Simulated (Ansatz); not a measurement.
# Aluminium, hcp under r²SCAN: structure, energy and stiffness

The plan for aluminium in the hcp structure: relax it, solve it on a dense k-mesh, switch on spin-orbit coupling, then scale the cell to 7 volumes from 88 to 112 % of the relaxed one and try a fit of the equation of state. The k-meshes are 13×13×7 for the relaxation; 21×21×11 for the dense run; 13×13×7 for spin-orbit coupling; 14×14×8 for the volumes.

This is Al in the hcp structure; at room conditions it is fcc.

Computed with Ansatz 0.2.0 (DFT r2SCAN, plane waves (500 eV) with PAW, scalar-relativistic; PAW files made under PBE, frozen cores solved again for the functional, unless a step says otherwise).

### Step 1. The structure to begin with

It takes space group P6_3/mmc (No. 194, hexagonal). Conventional cell: a = 2.863 Å, b = 2.863 Å, c = 4.676 Å, α = 90.00°, β = 90.00°, γ = 120.00°. Around Al (site symmetry -6m2) lie 12 Al at 2.86 Å.

As a file:

```xyz
2
Lattice="2.8635 0.0000 0.0000 -1.4317 2.4798 0.0000 0.0000 0.0000 4.6761" Properties=species:S:1:pos:R:3 pbc="T T T"
Al    0.0000    1.6532    1.1690
Al    1.4317    0.8266    3.5070
```

### Step 2. Relaxing cell and atoms

input.yaml

```yaml
crystal:
  lattice:
    - [2.863481482, 0.0, 0.0]
    - [-1.431740741, 2.4798477067, 0.0]
    - [0.0, 0.0, 4.6760652602]
  atoms:
    - { symbol: Al, position: [0.3333333333, 0.6666666667, 0.25] }
    - { symbol: Al, position: [0.6666666667, 0.3333333333, 0.75] }
hamiltonian:
  xc: r2scan
  pseudopotentials:
    kind: paw
    azcp:
      Al: "pseudopotentials/Al.paw.azcp"
basis:
  ecutwfc: 500
  fft_grid_basis: typed
kpoints:
  mp_grid: { grid: [13, 13, 7], shift: [0, 0, 0] }
magnetization:
  spin_polarized: false
scf:
  occupations: { method: fermi_dirac, width: 0.1 }
relax:
  max_steps: 60
  f_tol: 0.01
  cell: {}
```

The run is started by

```
> ansatz run input.yaml --threads 1 --pin off --max-ram 3584MiB --backend cpu --events-out ev --progress --plain --runs-dir out
```

Further steps of the session: Dense single point; With spin-orbit coupling; Volume × 0.88; Volume × 0.92; Volume × 0.96; Volume × 1.0; Volume × 1.04; Volume × 1.08; Volume × 1.12.

Q: Predict the outcome of this session. Wanted: space group; conventional cell; volume; shortest distance; gap on the mesh; relative to fcc; V₀, B₀, B₀′.

As calculated:

| quantity | value |
| --- | --- |
| space group (spins left aside) | P6_3/mmc (No. 194) |
| conventional cell | a = 2.840 Å, c = 4.584 Å (c/a = 1.614) |
| volume | 16.007 Å³/atom |
| shortest distance | 2.818 Å |
| gap on the mesh | none (levels filled in part) |
| relative to fcc | +41 meV/atom |
| V₀, B₀, B₀′ | 15.996 Å³/atom, 89 GPa, 4.4 |

What this shows: From the guessed start the volume shrank by 3.6 % in 6 steps. Against the reference form of aluminium (fcc, computed apart with the same settings) it stands 41 meV/atom higher. Levels at the Fermi energy are filled in part, as in a metal. The total energy of the spin-orbit run lies +0.15 eV/atom from the scalar one, but the two kinds of run don't share a zero of energy: only differences within one kind count. B₀ comes out at 89 GPa; letting shape and positions relax at each volume could only lower it. Relaxation kept the symmetry; phonons were not checked.
